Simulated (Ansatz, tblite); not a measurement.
**CF₈O₉Si₆: spin-state energies by level**

Aim: set other spin states of CF₈O₉Si₆ against its singlet, on many levels of theory.

Computed with Ansatz 0.2.0, Gaussian basis. Level: as each input shows.

Levels to be run: triplet, at the geometry of the singlet (GFN1-xTB, GFN2-xTB, PBE0-D4/def2-SVP, PBE-D4/def2-SVP); the singlet's energies come from earlier runs.

2 further runs of the same task are left out: 2 set aside as unsound or not needed.

## 1. The relaxed structure

The singlet was relaxed beforehand with r2SCAN-D4/def2-SVP.

SMILES `FC(F)(F)[Si]12O[Si]3(F)O[Si]4(F)O[Si](F)(O3)O[Si](F)(O[Si](F)(O4)O1)O2`, 24 atoms, charge 0, spin multiplicity 1.

Bond lengths: F1–C2 1.345 Å, C2–F3 1.347 Å, C2–F4 1.345 Å, C2–Si5 1.900 Å, Si5–O6 1.644 Å, Si5–O23 1.654 Å, Si5–O24 1.654 Å, O6–Si7 1.642 Å, Si7–F8 1.589 Å, Si7–O9 1.648 Å, Si7–O15 1.648 Å, O9–Si10 1.648 Å, Si10–F11 1.589 Å, Si10–O12 1.648 Å, Si10–O22 1.639 Å, O12–Si13 1.648 Å, Si13–F14 1.589 Å, Si13–O15 1.648 Å and more. Angles: F1–C2–F3 107.8°, F1–C2–F4 107.9°, F1–C2–Si5 111.3°, F3–C2–F4 107.8°, F3–C2–Si5 110.7°, F4–C2–Si5 111.3°, C2–Si5–O6 108.8°, C2–Si5–O23 110.4°, C2–Si5–O24 110.4°, O6–Si5–O23 110.1°, O6–Si5–O24 110.1°, O23–Si5–O24 107.0°, Si5–O6–Si7 134.0°, O6–Si7–F8 109.1°, O6–Si7–O9 109.6°, O6–Si7–O15 109.6°, F8–Si7–O9 110.8°, F8–Si7–O15 110.9° and more.

## 2. Triplet at the fixed geometry, GFN1-xTB

Tight binding, by tblite at 300 K electronic temperature and without a spin-polarisation term:

```python
tblite.interface.Calculator('GFN1-xTB', numbers, positions, charge=0, uhf=2).singlepoint()
```

Energy -2665.7635 eV; 0.06 s.

## 3. Triplet at the fixed geometry, GFN2-xTB

Tight binding, by tblite at 300 K electronic temperature and without a spin-polarisation term:

```python
tblite.interface.Calculator('GFN2-xTB', numbers, positions, charge=0, uhf=2).singlepoint()
```

Energy -2394.9326 eV; 0.062 s.

## 4. Triplet at the fixed geometry, PBE0-D4/def2-SVP

Contents of in.yaml:

```yaml
crystal:
  periodic: [false, false, false]
  atoms:
    - {symbol: F, position_ang: [3.494504, -2.095859, -1.282850]}
    - {symbol: C, position_ang: [3.356997, -0.786657, -1.009411]}
    - {symbol: F, position_ang: [4.224494, -0.478319, -0.026569]}
    - {symbol: F, position_ang: [3.715731, -0.095728, -2.105595]}
    - {symbol: Si, position_ang: [1.576996, -0.374810, -0.486866]}
    - {symbol: O, position_ang: [0.559925, -0.768216, -1.717667]}
    - {symbol: Si, position_ang: [-1.065443, -0.674571, -1.927700]}
    - {symbol: F, position_ang: [-1.435066, -1.227088, -3.371054]}
    - {symbol: O, position_ang: [-1.555192, 0.889047, -1.755235]}
    - {symbol: Si, position_ang: [-2.133629, 1.683185, -0.431826]}
    - {symbol: F, position_ang: [-3.237760, 2.746027, -0.852725]}
    - {symbol: O, position_ang: [-2.774261, 0.540834, 0.568074]}
    - {symbol: Si, position_ang: [-2.438271, -1.066998, 0.698924]}
    - {symbol: F, position_ang: [-3.751271, -1.889450, 1.053183]}
    - {symbol: O, position_ang: [-1.824883, -1.546304, -0.753896]}
    - {symbol: O, position_ang: [-1.324993, -1.304751, 1.877571]}
    - {symbol: Si, position_ang: [0.200992, -0.769586, 2.140170]}
    - {symbol: F, position_ang: [0.739308, -1.380667, 3.504698]}
    - {symbol: O, position_ang: [0.214579, 0.877272, 2.191866]}
    - {symbol: Si, position_ang: [0.506067, 1.985277, 1.007661]}
    - {symbol: F, position_ang: [1.252934, 3.257626, 1.597971]}
    - {symbol: O, position_ang: [-0.908078, 2.459561, 0.329992]}
    - {symbol: O, position_ang: [1.438675, 1.233919, -0.127494]}
    - {symbol: O, position_ang: [1.167644, -1.213744, 0.878760]}
basis:
  gaussian: {orbitals: def2-SVP}
magnetization: {spin_polarized: true, initial_magnetization: 2}
hamiltonian: {xc: pbe0, dispersion: d4}
scf: {omitted_lower_state_checks: [starts]}
output: {orbitals: {seedname: orbitals}}
```

On the command line:

```
$ ansatz run in.yaml --threads 8 --pin off --events-out ev --progress --plain --max-ram 19148MiB
```

The program printed:

```text
Functional definition: PBE0
  name "PBE0"
  cite "Adamo & Barone, J. Chem. Phys. 110, 6158 (1999) doi:10.1063/1.478522"
  cite "Perdew, Burke & Ernzerhof, Phys. Rev. Lett. 77, 3865 (1996) doi:10.1103/PhysRevLett.77.3865"
  parent pbe
  parameter a = 0.25
  parameter kappa = 0.804
  parameter beta = 0.06672455060314922
  exchange = (1 - a)*pbe_x(kappa = kappa, mu = beta*pi^2/3) + a*exact_x
  correlation = pbe_c(beta = beta)
these checks for a lower state are left out or cut short: starts
3298 factors; integrals over basis functions are off by at most 9.4e-4 eV
mean field evaluation 1: about -88342.7854 eV, gradient 1.0e2 eV
mean field evaluation 2: about -88219.9015 eV, gradient 1.9e2 eV
mean field evaluation 4: about -88366.5971 eV, gradient 3.8e1 eV
mean field evaluation 8: about -88377.1715 eV, gradient 5.1e0 eV
mean field evaluation 16: about -88377.6122 eV, gradient 5.7e-1 eV
mean field evaluation 32: about -88377.6156 eV, gradient 1.9e-3 eV
mean field -88377.61558906 eV, -3247.8174683987 hartree, gradient 3.5e-6 eV, S^2 2.004977; 0 other end points of the search recorded, 0 dependent functions left out
reference -88377.61563307 eV, -3247.8174700158 hartree; 118, 116 occupied and 242, 244 virtual orbitals, 3298 factors
Total energy: -88378.93041518 eV, -3247.8657873673 hartree
Checks for a lower state left out: starts
```

It took 2.5 min on 8 threads of Arm Neoverse V1, shared host; peak memory 4.4 GiB.

Report: HOMO -2.41 eV, LUMO -9.24 eV (over both spins; with the spin held, an empty level of the minority spin lies below the top filled one); ⟨S²⟩ 2.005 (pure: 2.00).

## 5. Triplet at the fixed geometry, PBE-D4/def2-SVP

start.molden holds the orbitals of an earlier run on this state, given as this run's starting guess.

Edit in.yaml of step 4 so:

```diff
@@ -28,5 +28,5 @@
 basis:
-  gaussian: {orbitals: def2-SVP}
+  gaussian: {orbitals: def2-SVP, initial_orbitals: start.molden}
 magnetization: {spin_polarized: true, initial_magnetization: 2}
-hamiltonian: {xc: pbe0, dispersion: d4}
+hamiltonian: {xc: pbe, dispersion: d4}
 scf: {omitted_lower_state_checks: [starts]}
```

The command is unchanged.

The program printed:

```text
Functional definition: PBE
  name "PBE"
  cite "Perdew, Burke & Ernzerhof, Phys. Rev. Lett. 77, 3865 (1996) doi:10.1103/PhysRevLett.77.3865"
  parent pbe
  parameter kappa = 0.804
  parameter beta = 0.06672455060314922
  exchange = pbe_x(kappa = kappa, mu = beta*pi^2/3)
  correlation = pbe_c(beta = beta)
these checks for a lower state are left out or cut short: starts
3805 factors; their error is unknown
mean field evaluation 1: about -88374.2436 eV, gradient 1.0e1 eV
mean field evaluation 2: about -88374.7828 eV, gradient 6.0e-1 eV
mean field evaluation 4: about -88374.5636 eV, gradient 2.9e-1 eV
mean field evaluation 8: about -88374.5648 eV, gradient 2.7e-4 eV
mean field evaluation 16: about -88374.5648 eV, gradient 2.1e-4 eV
mean field -88374.56483513 eV, -3247.7053552595 hartree, gradient 1.6e-6 eV, S^2 2.000976; 0 other end points of the search recorded, 0 dependent functions left out
reference -88374.56489465 eV, -3247.7053574467 hartree; 118, 116 occupied and 242, 244 virtual orbitals, 3805 factors
Total energy: -88376.05809775 eV, -3247.7602316488 hartree
Checks for a lower state left out: starts
```

It took 60 s on 8 threads of Arm Neoverse V1, shared host; peak memory 1.4 GiB.

From the report: HOMO -1.85 eV, LUMO -8.77 eV (over both spins; with the spin held, an empty level of the minority spin lies below the top filled one); ⟨S²⟩ 2.001 (pure: 2.00).

## 6. Triplet less singlet, vertical

The singlet's energies are those of its earlier runs, whose logs aren't repeated here.

```
           level  triplet less singlet, vertical (kJ/mol)     time
        GFN1-xTB                                   +874.3  0.093 s
        GFN2-xTB                                   +695.2  0.098 s
 PBE-D4/def2-SVP                                   +672.7     72 s
PBE0-D4/def2-SVP                                   +803.5  2.8 min
```

Times add the two runs; a level without a time comes out of a correlated run. Tight binding without a spin term can't rank spin states.

## 7. Results

| quantity | value |
| --- | --- |
| triplet less singlet, vertical, functionals in def2-SVP | +672.7 (PBE-D4) to +803.5 kJ/mol (PBE0-D4) |

**Reading.** All functionals put the triplet above the singlet, over a spread of 130.8 kJ/mol. The checks for a lower triplet were left out, so another state of that spin may lie lower. These are electronic energies, without zero-point motion, entropy or surroundings.
